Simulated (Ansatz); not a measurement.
# Al5Rh: the cost of one run

Computed with Ansatz 0.2.0 (DFT PBE, scalar-relativistic, plane waves, PAW, unless a step's input says otherwise).

## Step 1: Starting point

Symmetry: F-43m, No. 216, cubic system. Conventional cell: a = 7.003 Å, b = 7.003 Å, c = 7.003 Å, α = 90.00°, β = 90.00°, γ = 90.00°. Al (site symmetry -43m) has 12 Al at 2.90 Å and 4 Rh at 3.03 Å as nearest neighbours. Al (site symmetry 3m) has 6 Al at 2.45 to 2.50 Å as nearest neighbours. Rh (site symmetry -43m) has 16 Al at 2.91 to 3.03 Å as nearest neighbours.

Coordinates:

```
Al Rh
1.0
     0.00000    3.50167    3.50167
     3.50167    0.00000    3.50167
     3.50167    3.50167    0.00000
Al Rh
5 1
Direct
  0.25000 0.25000 0.25000
  0.12831 0.62390 0.62390
  0.62390 0.62390 0.62390
  0.62390 0.62390 0.12831
  0.62390 0.12831 0.62390
  0.00000 0.00000 0.00000
```

A structure generator made this guess: species swapped into a database cell of DyCu5 (F-43m, No. 216), with Rh on the Dy sites and Al on the Cu sites. Its size is a rough estimate.

## Step 2: A first look at the guess

Input file input.yaml:

```yaml
crystal:
  lattice:
    - [0.0, 3.50167007, 3.50167007]
    - [3.50167007, 0.0, 3.50167007]
    - [3.50167007, 3.50167007, 0.0]
  atoms:
    - { symbol: Al, position: [0.25, 0.25, 0.25] }
    - { symbol: Al, position: [0.12830949, 0.62389684, 0.62389684] }
    - { symbol: Al, position: [0.62389684, 0.62389684, 0.62389684] }
    - { symbol: Al, position: [0.62389684, 0.62389684, 0.12830949] }
    - { symbol: Al, position: [0.62389684, 0.12830949, 0.62389684] }
    - { symbol: Rh, position: [0.0, 0.0, 0.0] }
basis:
  ecutwfc: 420
kpoints:
  mp_grid: { grid: [4, 4, 4] }
hamiltonian:
  xc: pbe
scf:
  occupations: { method: gaussian, width: 0.1 }
  lower_state_search: "off"
output:
  forces: true
  stress: true
  eigenvalues: true
```

On the command line:

```
ansatz run input.yaml --threads 1 --pin off --max-ram 2560MiB --backend cpu --events-out ev --progress --plain --runs-dir out
```

**Question.** How long does this run take on 1 thread of Intel Xeon at 2.70GHz, shared host, and how much memory does it need?

About 1.6 s, with a peak of 0.33 GiB.
